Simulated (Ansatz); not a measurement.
# CH₆ClNSSi: a ladder of functionals and wavefunction methods

The task here is to estimate one member of a computed series from the others.

Program: Ansatz 0.2.0, Gaussian basis. Level of theory: functionals in def2-TZVPP, the program's frozen cores in correlated methods. These are calculated values, not measurements.

Levels to be run: PBE-D4, r2SCAN-D4, PBE0-D4, B3LYP-D4, ωB97X-V, ωB97M-V, B2PLYP; CCSD(T)/def2-TZVPP; MP2/def2-QZVPP; extrapolation to the limit.

**Structure used throughout**

The geometry comes from an earlier relaxation with PBE0-D4 in a triple-zeta def2 set; it is a stationary point, not always the lowest conformer.

SMILES `CS[SiH](N)Cl`, 11 atoms, charge 0, spin multiplicity 1.

Atoms are counted from 1 here; the program's logs count them from 0.

Bond lengths: C1–S2 1.817 Å, C1–H6 1.089 Å, C1–H7 1.089 Å, C1–H8 1.089 Å, S2–Si3 2.108 Å, Si3–N4 1.703 Å, Si3–Cl5 2.061 Å, Si3–H9 1.481 Å, N4–H10 1.006 Å, N4–H11 1.007 Å. Angles: S2–C1–H6 106.8°, S2–C1–H7 110.7°, S2–C1–H8 110.3°, H6–C1–H7 109.6°, H6–C1–H8 109.4°, H7–C1–H8 110.0°, C1–S2–Si3 100.1°, S2–Si3–N4 110.5°, S2–Si3–Cl5 113.5°, S2–Si3–H9 104.5°, N4–Si3–Cl5 104.2°, N4–Si3–H9 117.6°, Cl5–Si3–H9 106.8°, Si3–N4–H10 120.9°, Si3–N4–H11 120.8°, H10–N4–H11 112.8°.

The first run:

File in.yaml:

```yaml
crystal:
  periodic: [false, false, false]
  atoms:
    - {symbol: C, position_ang: [-0.440360, 1.364464, -1.194670]}
    - {symbol: S, position_ang: [1.095074, 1.246203, -0.229896]}
    - {symbol: Si, position_ang: [0.589505, -0.326410, 1.079727]}
    - {symbol: N, position_ang: [0.107785, -1.703239, 0.201377]}
    - {symbol: Cl, position_ang: [-1.027563, 0.097393, 2.285430]}
    - {symbol: H, position_ang: [-0.224836, 1.997910, -2.054051]}
    - {symbol: H, position_ang: [-0.755519, 0.380205, -1.537173]}
    - {symbol: H, position_ang: [-1.228572, 1.820579, -0.597498]}
    - {symbol: H, position_ang: [1.764489, -0.457769, 1.971929]}
    - {symbol: H, position_ang: [-0.518731, -2.380424, 0.603574]}
    - {symbol: H, position_ang: [0.704230, -2.095811, -0.508249]}
basis:
  gaussian: {orbitals: def2-TZVPP}
hamiltonian: {xc: pbe, dispersion: d4}
output: {forces: true, orbitals: {seedname: orbitals}}
```

Run with:

```bash
> ansatz run in.yaml --threads 4 --pin off --events-out ev --progress --plain --max-ram 10444MiB
```

Steps of the session up to this table: PBE-D4 (GGA); r2SCAN-D4 (meta-GGA); PBE0-D4 (hybrid); B3LYP-D4 (hybrid); ωB97X-V (range-separated); ωB97M-V (range-separated); B2PLYP (double hybrid); CCSD(T) in def2-TZVPP; MP2 in def2-QZVPP.

One of the session's tables, all rows but one given; the rest of the session is left out.

| method | atomisation energy (eV) |
| --- | --- |
| PBE-D4 | 40.224 |
| r2SCAN-D4 | 39.706 |
| PBE0-D4 | 39.678 |
| B3LYP-D4 | 39.584 |
| ωB97X-V | 39.921 |
| ωB97M-V | 39.933 |
| B2PLYP | 39.063 |
| HF/def2-TZVPP | 28.528 |
| MP2/def2-TZVPP | 39.011 |
| CCSD/def2-TZVPP | 37.823 |
| CCSD(T)/def2-TZVPP | 38.432 |
| MP2/CBS | 40.295 |
| CCSD(T)/CBS | ? |

Estimate the missing values for CCSD(T)/CBS.

**Answer.** atomisation energy (eV): 39.716. In the column «atomisation energy (eV)» it lies between r2SCAN-D4 (39.706) and ωB97X-V (39.921).

Caveats from the session: Free atoms (1 C, 1 S, 1 Si, 1 N, 1 Cl, 6 H) were run apart at each level; the atomisation energy is their sum less the molecule, without zero-point or spin-orbit terms.
